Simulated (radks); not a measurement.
# V⁺ in [Ne] 3s1 3p6 3d4 4p1: an all-electron calculation

The task here is to estimate one member of a computed series from the others.

Method: scalar-relativistic Kohn-Sham, PBE, spin-unpolarised, spherical densities, point nucleus. Code: radks (a radial shooting solver on a logarithmic mesh, Libxc functionals) version 1.

### Starting point

```
element       : vanadium (Z = 23)
charge        : +1
electrons     : 22
configuration : [Ne] 3s1 3p6 3d4 4p1
```

Outer shells as boxes (Hund's rule):

V⁺
```
[Ne] core
3s [↑ ]
3p [↑↓][↑↓][↑↓]
3d [↑ ][↑ ][↑ ][↑ ][  ]
4p [↑ ][  ][  ]
```

The first run:

Settings of this run:

```text
Z 23
configuration [Ne] 3s1 3p6 3d4 4p1
relativity scalar-relativistic
functional pbe,pbe
spin unpolarised
nucleus point
c 137.035999084
```

Steps of the session up to this table: Self-consistent calculation.

One of the session's tables, all rows but one given; the rest of the session is left out.

It belongs to the step «Shells». Radial moments (bohr):

| level | <r> | outermost maximum (interpolated) | 90 % within | nodes |
| --- | --- | --- | --- | --- |
| 1s | ? | ? | ? | ? |
| 2s | 0.3080 | 0.255 | 0.478 | 1 |
| 2p | 0.2738 | 0.208 | 0.450 | 0 |
| 3s | 0.9448 | 0.818 | 1.41 | 2 |
| 3p | 1.009 | 0.842 | 1.55 | 1 |
| 3d | 1.314 | 0.878 | 2.26 | 0 |
| 4p | 3.683 | 3.13 | 5.51 | 2 |

Q: Estimate the row for 1s from the others.

The run gave: <r>: 0.06643; outermost maximum (interpolated): 0.0435; 90 % within: 0.119; nodes: 0. In the column «<r>» it is the lowest.
